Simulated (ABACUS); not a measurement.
Ta3AsAu2O13 in ABACUS: the effect of dispersion

The system is Ta3AsAu2O13.

```
Ta As Au O
1.0
     5.41545    0.00000    0.00000
    -2.70772    4.68992    0.00000
     0.00000    0.00000    9.51473
Ta As Au O
3 1 2 13
Direct
  0.00000 0.00000 0.19408
  0.00000 0.00000 0.80592
  0.66667 0.33333 0.00000
  0.00000 0.00000 0.50000
  0.33333 0.66667 0.27428
  0.33333 0.66667 0.72572
  0.00000 0.00000 0.00000
  0.23947 0.97129 0.36402
  0.02871 0.26818 0.36402
  0.73182 0.76053 0.36402
  0.23947 0.97129 0.63598
  0.02871 0.26818 0.63598
  0.73182 0.76053 0.63598
  0.38452 0.33425 0.85844
  0.66575 0.05026 0.85844
  0.94974 0.61548 0.85844
  0.38452 0.33425 0.14156
  0.66575 0.05026 0.14156
  0.94974 0.61548 0.14156
```

The cell was built by a generator and needn't be a form met in nature.

The cell isn't the ideal one: volume scaled by 0.98.

Alike in all runs:

```yaml
Program: ABACUS 3.10.1
Task: equation of state
Functional: BLYP
Potentials_or_basis: PseudoDojo NC SR 0.4.1 PBE standard
Cutoff: 1361 eV
Density_cutoff: 5442 eV
Basis: DZP LCAO (the cutoffs set its grid)
k_mesh: 4 × 4 × 2
Occupations: fermi-dirac, width 0.05 eV
Spin: no spin polarisation
```

| dispersion | pressure (GPa) | largest force (eV/Å) |
| --- | --- | --- |
| none | 11.9 | 0.82 |
| D2 | ? | ? |
| D3 | 7.3 | 0.86 |
| D3(BJ) | 6.1 | 0.84 |
| D3(BJ)+ABC | 6.4 | 0.84 |

Q: What does the run with dispersion D2 give?

A: Pressure 5.4 GPa; largest force 0.88 eV/Å.

Caveats: the atomic orbitals were generated for these runs and aren't a published set; the potentials were made for another functional, which shifts forces and pressure; the basis of atomic orbitals isn't converged, which shifts pressures, moduli and gaps; pairwise dispersion overbinds metals, which lowers pressure and volume (some runs).
